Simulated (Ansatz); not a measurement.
**Cl2H4OSi2: basis-set convergence**

The task here is to estimate one member of a computed series from the others.

Program: Ansatz 0.2.0, Gaussian basis. Level of theory: one geometry, several basis sets. These are calculated values, not measurements.

Plan: PBE0-D4/def2-SVP; ωB97M-V/def2-SVP; PBE0-D4/def2-QZVPP; ωB97M-V/def2-QZVPP; the functionals' def2-TZVPP values are taken from earlier runs.

## Structure used throughout

An earlier PBE0-D4 in a triple-zeta def2 set relaxation fixed the geometry.

SMILES `[SiH3]O[SiH](Cl)Cl`, 9 atoms, charge 0, spin multiplicity 1.

Atoms are counted from 1 here; the program's logs count them from 0.

Bond lengths: Si1–O2 1.649 Å, Si1–H6 1.481 Å, Si1–H7 1.483 Å, Si1–H8 1.483 Å, O2–Si3 1.607 Å, Si3–Cl4 2.039 Å, Si3–Cl5 2.039 Å, Si3–H9 1.468 Å. Angles: O2–Si1–H6 107.2°, O2–Si1–H7 109.6°, O2–Si1–H8 109.5°, H6–Si1–H7 110.3°, H6–Si1–H8 110.3°, H7–Si1–H8 109.9°, Si1–O2–Si3 146.6°, O2–Si3–Cl4 110.0°, O2–Si3–Cl5 110.0°, O2–Si3–H9 109.9°, Cl4–Si3–Cl5 108.4°, Cl4–Si3–H9 109.2°, Cl5–Si3–H9 109.2°.

Set-up of the first run:

Input file in.yaml:

```yaml
crystal:
  periodic: [false, false, false]
  atoms:
    - {symbol: Si, position_ang: [-1.499675, -0.523190, 0.020016]}
    - {symbol: O, position_ang: [-0.219631, 0.500527, -0.159652]}
    - {symbol: Si, position_ang: [1.375982, 0.680150, -0.086753]}
    - {symbol: Cl, position_ang: [2.028909, 0.361296, 1.818035]}
    - {symbol: Cl, position_ang: [2.287463, -0.668928, -1.314474]}
    - {symbol: H, position_ang: [-2.728395, 0.261776, -0.237973]}
    - {symbol: H, position_ang: [-1.514911, -1.062179, 1.401551]}
    - {symbol: H, position_ang: [-1.385409, -1.634527, -0.955190]}
    - {symbol: H, position_ang: [1.744166, 2.038874, -0.502762]}
basis:
  gaussian: {orbitals: def2-SVP}
hamiltonian: {xc: pbe0, dispersion: d4}
output: {orbitals: {seedname: orbitals}}
```

Steps of the session up to this table: PBE0-D4 in def2-SVP; ωB97M-V in def2-SVP; PBE0-D4 in def2-QZVPP; ωB97M-V in def2-QZVPP.

One table of the session follows, with a row left open; its other results are not shown here.

It belongs to the step «Functionals by basis». 

| functional | basis | HOMO (eV) | LUMO (eV) |
| --- | --- | --- | --- |
| PBE0-D4 | def2-SVP | -9.06 | 0.37 |
| PBE0-D4 | def2-TZVPP | -9.18 | -0.11 |
| PBE0-D4 | def2-QZVPP | -9.21 | -0.26 |
| ωB97M-V | def2-SVP | ? | ? |
| ωB97M-V | def2-TZVPP | -11.46 | 1.62 |
| ωB97M-V | def2-QZVPP | -11.50 | 1.24 |

**Question.** Estimate the row for ωB97M-V, def2-SVP.

**Answer.** HOMO (eV): -11.28; LUMO (eV): 2.31. In the column «HOMO (eV)» it lies between ωB97M-V, def2-TZVPP (-11.46) and PBE0-D4, def2-QZVPP (-9.21).
